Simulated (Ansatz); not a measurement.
# SiO2 (stishovite): the cost of one run

Computed with Ansatz 0.2.0 (DFT PBE, scalar-relativistic, plane waves, PAW, unless a step's input says otherwise).

**1. The starting structure**

The structure is tetragonal, space group P4_2/mnm (No. 136). Conventional cell: a = 4.177 Å, b = 4.177 Å, c = 2.666 Å, α = 90.00°, β = 90.00°, γ = 90.00°. Si (site symmetry mmm) has 6 O at 1.76 to 1.81 Å as nearest neighbours. Around O (site symmetry m2m) lie 3 Si at 1.76 to 1.81 Å.

As a file:

```xyz
6
Lattice="4.1773 0.0000 0.0000 0.0000 4.1773 0.0000 0.0000 0.0000 2.6655" Properties=species:S:1:pos:R:3 pbc="T T T"
Si    0.0000    0.0000    0.0000
Si    2.0886    2.0886    1.3328
O     1.2787    1.2787    0.0000
O     2.8986    2.8986    0.0000
O     0.8100    3.3673    1.3328
O     3.3673    0.8100    1.3328
```

**2. Cell and atoms relaxed at 0 GPa**

The input, input.yaml:

```yaml
crystal:
  lattice:
    - [4.1773, 0.0, 0.0]
    - [0.0, 4.1773, 0.0]
    - [0.0, 0.0, 2.6655]
  atoms:
    - { symbol: Si, position: [0.0, 0.0, 0.0] }
    - { symbol: Si, position: [0.5, 0.5, 0.5] }
    - { symbol: O, position: [0.3061, 0.3061, 0.0] }
    - { symbol: O, position: [0.6939, 0.6939, 0.0] }
    - { symbol: O, position: [0.1939, 0.8061, 0.5] }
    - { symbol: O, position: [0.8061, 0.1939, 0.5] }
scf:
  occupations: { method: fixed }
output:
  forces: true
  stress: true
  eigenvalues: true
  write_density: true
  write_potential: true
  elf: true
  volumetric_format: npy
hamiltonian:
  xc: pbe
basis:
  ecutwfc: 600
kpoints:
  mp_grid: { grid: [6, 6, 9] }
relax:
  f_tol: 0.002
  max_steps: 60
  cell: { stress_tol: 0.02, p_target: 0 }
```

On the command line:

```bash
$ ansatz run input.yaml --threads 4 --pin off --max-ram 10240MiB --backend cpu --events-out ev --progress --plain --runs-dir out
```

Q: Estimate wall time and peak memory on 4 threads of Arm Neoverse N1, shared host.

About 17 s, with a peak of 0.41 GiB.
